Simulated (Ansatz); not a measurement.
# CH4BNO: taking an electron away

The task here is to estimate one member of a computed series from the others.

The runs use Ansatz 0.2.0, Gaussian basis; unrestricted cation, the program's frozen cores in correlated methods.

The runs, in order: UKS PBE-D4/def2-TZVPP; UKS r2SCAN-D4/def2-TZVPP; UKS PBE0-D4/def2-TZVPP; UKS B3LYP-D4/def2-TZVPP; UKS wB97X-V/def2-TZVPP; UKS wB97M-V/def2-TZVPP; UKS B2PLYP/def2-TZVPP; UHF-CCSD(T)/def2-TZVPP; UHF-MP2/def2-QZVPP; extrapolation to the limit; then −ε(HOMO) from the neutral's earlier runs with LDA (SPW92), PBE-D4, revPBE-D4, BLYP-D4, r2SCAN-D4, B97M-V, PBE0-D4, B3LYP-D4, r2SCANh-D4, r2SCAN0-D4, HSE06-D4, BHLYP-D4, CAM-B3LYP-D4, LC-ωPBE, ωB97X-V, ωB97M-V.

## The relaxed structure

An earlier PBE0-D4 in a triple-zeta def2 set relaxation fixed the geometry.

SMILES `B1NCO1`, 8 atoms, charge 0, spin multiplicity 1.

Atoms are counted from 1 here; the program's logs count them from 0.

Bond lengths: B1–N2 1.407 Å, B1–O4 1.398 Å, B1–H5 1.188 Å, N2–C3 1.446 Å, N2–H6 1.000 Å, C3–O4 1.433 Å, C3–H7 1.095 Å, C3–H8 1.095 Å. Angles: N2–B1–O4 94.9°, N2–B1–H5 136.3°, O4–B1–H5 128.8°, B1–N2–C3 86.3°, B1–N2–H6 144.1°, C3–N2–H6 129.6°, N2–C3–O4 91.7°, N2–C3–H7 115.2°, N2–C3–H8 115.2°, O4–C3–H7 111.3°, O4–C3–H8 111.3°, H7–C3–H8 110.7°, B1–O4–C3 87.1°.

Set-up of the first run:

in.yaml reads:

```yaml
crystal:
  periodic: [false, false, false]
  atoms:
    - {symbol: B, position_ang: [-0.537680, 0.681787, -0.717999]}
    - {symbol: N, position_ang: [-0.005943, 0.570207, 0.579730]}
    - {symbol: C, position_ang: [0.399850, -0.763919, 0.196457]}
    - {symbol: O, position_ang: [-0.155680, -0.603671, -1.114450]}
    - {symbol: H, position_ang: [-1.114084, 1.512858, -1.342060]}
    - {symbol: H, position_ang: [0.117805, 1.049084, 1.448959]}
    - {symbol: H, position_ang: [-0.093240, -1.575607, 0.740752]}
    - {symbol: H, position_ang: [1.481272, -0.927738, 0.152709]}
basis:
  gaussian: {orbitals: def2-TZVPP}
total_charge: 1
magnetization: {spin_polarized: true, initial_magnetization: 1}
hamiltonian: {xc: pbe, dispersion: d4}
```

On the command line:

```sh
$ ansatz run in.yaml --threads 2 --pin off --events-out ev --progress --plain --max-ram 4352MiB
```

Among the steps run: Cation, UKS PBE-D4/def2-TZVPP; Cation, UKS r2SCAN-D4/def2-TZVPP; Cation, UKS PBE0-D4/def2-TZVPP; Cation, UKS B3LYP-D4/def2-TZVPP; Cation, UKS wB97X-V/def2-TZVPP; Cation, UKS wB97M-V/def2-TZVPP; Cation, UKS B2PLYP (frozen core)/def2-TZVPP; Cation, UHF-CCSD(T)/def2-TZVPP; Cation, UHF-MP2/def2-QZVPP.

One table of the session follows, with a row left open; its other results are not shown here.

For comparison, −ε(HOMO) of the neutral from earlier runs:

| functional | −ε(HOMO) (eV) |
| --- | --- |
| LDA (SPW92) | 6.48 |
| PBE-D4 | 6.29 |
| revPBE-D4 | 6.22 |
| BLYP-D4 | 6.16 |
| r2SCAN-D4 | 6.56 |
| B97M-V | 6.66 |
| PBE0-D4 | ? |
| B3LYP-D4 | 7.47 |
| r2SCANh-D4 | 7.10 |
| r2SCAN0-D4 | 7.91 |
| HSE06-D4 | 7.31 |
| BHLYP-D4 | 9.04 |
| CAM-B3LYP-D4 | 9.16 |
| LC-ωPBE | 10.57 |
| ωB97X-V | 10.18 |
| ωB97M-V | 10.10 |

**Question.** Estimate the row for PBE0-D4.

**Answer.** −ε(HOMO) (eV): 7.72. In the column «−ε(HOMO) (eV)» it lies between B3LYP-D4 (7.47) and r2SCAN0-D4 (7.91).
